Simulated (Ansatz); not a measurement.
# V2MoS6: the cost of one run

Program: Ansatz 0.2.0. Level of theory: DFT PBE, scalar-relativistic, plane waves, PAW. These are calculated values, not measurements.

2 further runs of the same task are left out: 1 that didn't finish, 1 set aside as unsound or not needed.

**1. The starting structure**

The structure is trigonal, space group P-31m (No. 162). The conventional cell has a = 5.911 Å, b = 5.911 Å, c = 6.193 Å, α = 90.00°, β = 90.00°, γ = 120.00°. V (site symmetry 32) is surrounded by 6 S at 2.47 Å. Mo (site symmetry -3m) is surrounded by 6 S at 2.47 Å. Around S (site symmetry m) lie 2 V at 2.47 Å and 1 Mo at 2.47 Å.

Coordinates:

```cif
data_structure
_symmetry_space_group_name_H-M 'P 1'
_symmetry_Int_Tables_number 1
_cell_length_a 5.9109
_cell_length_b 5.9109
_cell_length_c 6.1926
_cell_angle_alpha 90.000
_cell_angle_beta 90.000
_cell_angle_gamma 120.000
_cell_volume 187.37
loop_
_atom_site_label
_atom_site_type_symbol
_atom_site_fract_x
_atom_site_fract_y
_atom_site_fract_z
_atom_site_occupancy
V1 V 0.33333 0.66667 0.00000 1
V2 V 0.66667 0.33333 0.00000 1
Mo1 Mo 0.00000 0.00000 0.00000 1
S1 S 0.66667 0.00000 0.76062 1
S2 S 0.33333 0.33333 0.76062 1
S3 S 0.00000 0.66667 0.76062 1
S4 S 0.33333 0.00000 0.23938 1
S5 S 0.00000 0.33333 0.23938 1
S6 S 0.66667 0.66667 0.23938 1
```

The start is an ordering of an alloy on its end members' structure types: elements ordered on the sites of the VS2 type, V/Mo on V (P-31m, No. 162).

**2. A first look at the guess**

File input.yaml:

```yaml
crystal:
  lattice:
    - [5.91091557, 0.0, 0.0]
    - [-2.95545779, 5.11900304, 0.0]
    - [0.0, 0.0, 6.19256301]
  atoms:
    - { symbol: V, position: [0.33333333, 0.66666667, 0.0], spin: -2.0 }
    - { symbol: V, position: [0.66666667, 0.33333333, 0.0], spin: -2.0 }
    - { symbol: Mo, position: [0.0, 0.0, 0.0], spin: 1.0 }
    - { symbol: S, position: [0.66666667, 0.0, 0.76062334] }
    - { symbol: S, position: [0.33333333, 0.33333333, 0.76062334] }
    - { symbol: S, position: [0.0, 0.66666667, 0.76062334] }
    - { symbol: S, position: [0.33333333, 0.0, 0.23937666] }
    - { symbol: S, position: [0.0, 0.33333333, 0.23937666] }
    - { symbol: S, position: [0.66666667, 0.66666667, 0.23937666] }
basis:
  ecutwfc: 420
kpoints:
  mp_grid: { grid: [3, 3, 4] }
hamiltonian:
  xc: pbe
scf:
  occupations: { method: gaussian, width: 0.1 }
  lower_state_search: "off"
output:
  forces: true
  stress: true
  eigenvalues: true
  populations: true
magnetization:
  spin_polarized: true
```

The run is started by

```sh
> ansatz run input.yaml --threads 1 --pin off --max-ram 2560MiB --backend cpu --events-out ev --progress --plain --runs-dir out
```

Q: Estimate wall time and peak memory on 1 thread of Intel Xeon at 2.50GHz (Skylake/Cascade Lake), shared host.

About 65 s, with a peak of 0.56 GiB.
